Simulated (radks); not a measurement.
**Cs in [Kr] 4d10 5s1 5p6 6s2: an all-electron calculation**

The task here is to estimate one member of a computed series from the others.

Program: radks (a radial shooting solver on a logarithmic mesh, Libxc functionals) version 1. Level of theory: Dirac Kohn-Sham, PBE, spin-unpolarised, spherical densities, point nucleus. These are calculated values, not measurements, unless marked.

### The atom as given

* element: caesium (Z = 55)
* charge: 0
* electrons: 55
* configuration: [Kr] 4d10 5s1 5p6 6s2

Outer shells as boxes (Hund's rule):

Cs
```
[Kr] core
4d [↑↓][↑↓][↑↓][↑↓][↑↓]
5s [↑ ]
5p [↑↓][↑↓][↑↓]
6s [↑↓]
```

Set-up of the first run:

Input:

```text
Z 55
configuration [Kr] 4d10 5s1 5p6 6s2
relativity Dirac
functional pbe,pbe
spin unpolarised
j_filling average
nucleus point
c 137.035999084
```

One of the session's tables, all rows but one given; the rest of the session is left out.

It belongs to the step «Shells». From the orbitals of this run (lengths in bohr):

```
level      <r>  outermost maximum (interpolated)  90 % within  nodes
1s1/2  0.02611                            0.0168       0.0470      0
2s1/2   0.1117                            0.0950        0.173      1
2p1/2        ?                                 ?            ?      ?
2p3/2  0.09992                            0.0777        0.162      0
3s1/2   0.2987                             0.273        0.439      2
3p1/2   0.2887                             0.259        0.434      1
3p3/2   0.3005                             0.270        0.451      1
3d3/2   0.2714                             0.219        0.426      0
3d5/2   0.2751                             0.222        0.431      0
4s1/2   0.6945                             0.643        0.999      3
4p1/2   0.7203                             0.657         1.05      2
4p3/2   0.7476                             0.681         1.09      2
4d3/2   0.8288                             0.716         1.25      1
4d5/2   0.8390                             0.724         1.27      1
5s1/2    1.706                              1.53         2.46      4
5p1/2    1.946                              1.70         2.85      3
5p3/2    2.031                              1.77         2.98      3
6s1/2    4.898                              4.26         7.16      5
```

Estimate the missing values for 2p1/2.

The run gave: <r>: 0.09403; outermost maximum (interpolated): 0.0727; 90 % within: 0.154; nodes: 0. In the column «<r>» it lies between 1s1/2 (0.02611) and 2p3/2 (0.09992).
